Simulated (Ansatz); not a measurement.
**Al2Ga (quartet): the correlation ladder, cc-pVTZ**

An exercise on one series of results from a longer session: the logs are not shown, and one member is left open.

Computed with Ansatz 0.2.0, Gaussian basis. Level: cc-pVTZ, core rule «outside noble gas», up to 24 orbitals frozen.

The runs, in order: UHF; CCSD(T) on ROHF; CCSD(T) on UHF; BCCD(T) on ROHF; CCSDT(Q) on ROHF; CCSDT(Q) on UHF; CASSCF and MRCISD+Q, 9 electrons in 12 orbitals; CASSCF and NEVPT2, 9 electrons in 12 orbitals.

5 further runs of the same task are left out: 5 set aside as unsound or not needed.

### The system

The geometry is a PBE0/def2-TZVP stationary point (not a proven minimum) of the parent state, kept for this charge and spin. No spin-orbit coupling is included. The filled d shell of Ga may be among the frozen orbitals whatever the setting's name suggests; the logs give the count.

3 atoms, charge 0, spin multiplicity 4.

Atoms are counted from 1 here; the program's logs count them from 0.

Bond lengths: Al1–Al2 2.534 Å, Al1–Ga3 2.493 Å, Al2–Ga3 2.493 Å. Angles: Al2–Al1–Ga3 59.5°, Al1–Al2–Ga3 59.5°, Al1–Ga3–Al2 61.1°.

Set-up of the first run:

The input, in.yaml:

```yaml
crystal:
  periodic: [false, false, false]
  atoms:
    - {symbol: Al, position_ang: [0.000000, -1.266803, 1.210044]}
    - {symbol: Al, position_ang: [0.000000, 1.266805, 1.210043]}
    - {symbol: Ga, position_ang: [0.000000, -0.000001, -0.936530]}
basis:
  gaussian: {orbitals: cc-pVTZ}
magnetization: {spin_polarized: true, initial_magnetization: 3}
hamiltonian: {xc: hf}
output: {orbitals: {seedname: orbitals}}
```

On the command line:

```console
ansatz run in.yaml --threads 1 --pin off --events-out ev --progress --plain --max-ram 4096MiB --backend cpu
```

Among the steps run: UHF; CCSD(T) on ROHF; CCSD(T) on UHF; BCCD(T) on ROHF; CCSDT(Q) on ROHF; CCSDT(Q) on UHF; CASSCF and MRCISD+Q, 9 electrons in 12 orbitals; CASSCF and NEVPT2, 9 electrons in 12 orbitals.

One table of the session follows, with a row left open; its other results are not shown here.

It belongs to the step «Misses and costs». 

| method | from RCCSDT(Q) (meV) |
| --- | --- |
| ROHF | +5951.1 |
| UHF | +5688.6 |
| RMP2 | +1117.0 |
| UMP2 | +1260.9 |
| RCCSD | +512.3 |
| UCCSD | +496.7 |
| RCCSD(T) | ? |
| UCCSD(T) | +86.4 |
| BCCD(T) | +87.3 |
| RCCSDT | +43.3 |
| UCCSDT | +35.4 |
| RCCSDT(Q) | 0 |
| UCCSDT(Q) | -7.3 |
| CASSCF valence | +3255.2 |
| NEVPT2 valence | +745.3 |
| MRCISD valence | +297.7 |
| MRCISD+Q valence | +23.0 |

**Question.** Estimate the row for RCCSD(T).

The run gave: from RCCSDT(Q) (meV): +86.7. In the column «from RCCSDT(Q) (meV)» it lies between UCCSD(T) (+86.4) and BCCD(T) (+87.3).

To keep in mind: Restricted and unrestricted rows rest on different reference determinants; where their highest levels disagree by more than a few hundredths of an eV, they describe different states and don't form one ladder.
